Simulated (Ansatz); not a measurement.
# AlF2H4NS: the cost of one run

The runs use Ansatz 0.2.0, Gaussian basis; PBE0-D4/def2-SVP.

23 further runs of the same task are left out: 1 that didn't finish, 22 set aside as unsound or not needed.

## (1) The starting structure

The first end: 9 atoms, charge 0, spin multiplicity 1.

Atoms are counted from 1 here; the program's logs count them from 0.

Bond lengths: Al1–N2 1.771 Å, Al1–F3 1.658 Å, Al1–F4 1.658 Å, Al1–S6 2.516 Å, N2–H7 1.007 Å, N2–H8 1.007 Å, H5–S6 1.344 Å, S6–H9 1.344 Å. Angles: N2–Al1–F3 117.6°, N2–Al1–F4 117.6°, N2–Al1–S6 106.2°, F3–Al1–F4 119.4°, F3–Al1–S6 93.6°, F4–Al1–S6 93.6°, Al1–N2–H7 123.3°, Al1–N2–H8 123.4°, H7–N2–H8 110.0°, Al1–S6–H5 95.4°, Al1–S6–H9 95.4°, H5–S6–H9 92.6°.

Coordinates:

```xyz
9
charge 0, multiplicity 1
Al   -0.1743   -0.2907   -0.8608
N     0.0560    1.4189   -0.4612
F     1.0849   -1.0839   -1.5927
F    -1.7257   -0.8201   -1.1118
H     1.1902   -0.9138    1.6937
S     0.0764   -1.5552    1.3004
H     0.9147    1.9158   -0.6316
H    -0.7036    2.0703   -0.3523
H    -0.7184   -0.7412    2.0162
```

The second end:

```xyz
9

Al   -0.13619   -0.72171   -0.47591
N     0.33483    1.19432   -0.07351
F     0.91064   -0.94788   -1.74587
F    -1.74639   -0.50414   -0.82965
H     0.70802    1.29240    0.86563
S     0.32241   -1.86712    1.34872
H     1.03335    1.52471   -0.73304
H    -0.48772    1.78446   -0.15585
H    -0.93886   -1.75506    1.79940
```

## (2) The band at PBE0-D4/def2-SVP

Contents of neb/in.yaml:

```yaml
crystal:
  periodic: [false, false, false]
  atoms:
    - {symbol: Al, position_ang: [-0.174265, -0.290736, -0.860755]}
    - {symbol: N, position_ang: [0.056000, 1.418935, -0.461166]}
    - {symbol: F, position_ang: [1.084869, -1.083919, -1.592741]}
    - {symbol: F, position_ang: [-1.725724, -0.820142, -1.111825]}
    - {symbol: H, position_ang: [1.190189, -0.913818, 1.693719]}
    - {symbol: S, position_ang: [0.076400, -1.555235, 1.300432]}
    - {symbol: H, position_ang: [0.914667, 1.915811, -0.631625]}
    - {symbol: H, position_ang: [-0.703617, 2.070322, -0.352303]}
    - {symbol: H, position_ang: [-0.718418, -0.741217, 2.016164]}
basis:
  gaussian: {orbitals: def2-SVP}
hamiltonian: {xc: pbe0, dispersion: d4}
neb:
  images: 5
  climbing: true
  max_iterations: 40
  initial_path: idpp
  final_atoms:
    - {symbol: Al, position_ang: [-0.136190, -0.721706, -0.475914]}
    - {symbol: N, position_ang: [0.334830, 1.194324, -0.073511]}
    - {symbol: F, position_ang: [0.910644, -0.947877, -1.745866]}
    - {symbol: F, position_ang: [-1.746388, -0.504140, -0.829653]}
    - {symbol: H, position_ang: [0.708019, 1.292402, 0.865627]}
    - {symbol: S, position_ang: [0.322413, -1.867119, 1.348718]}
    - {symbol: H, position_ang: [1.033349, 1.524711, -0.733044]}
    - {symbol: H, position_ang: [-0.487716, 1.784465, -0.155852]}
    - {symbol: H, position_ang: [-0.938860, -1.755061, 1.799397]}
```

Started as:

```sh
> ansatz run in.yaml --threads 3 --pin off --events-out ev --progress --plain --max-ram 6092MiB
```

**Question.** How long does this run take on 3 threads of Intel Xeon at 2.30GHz, shared host?

About 2.8 min.
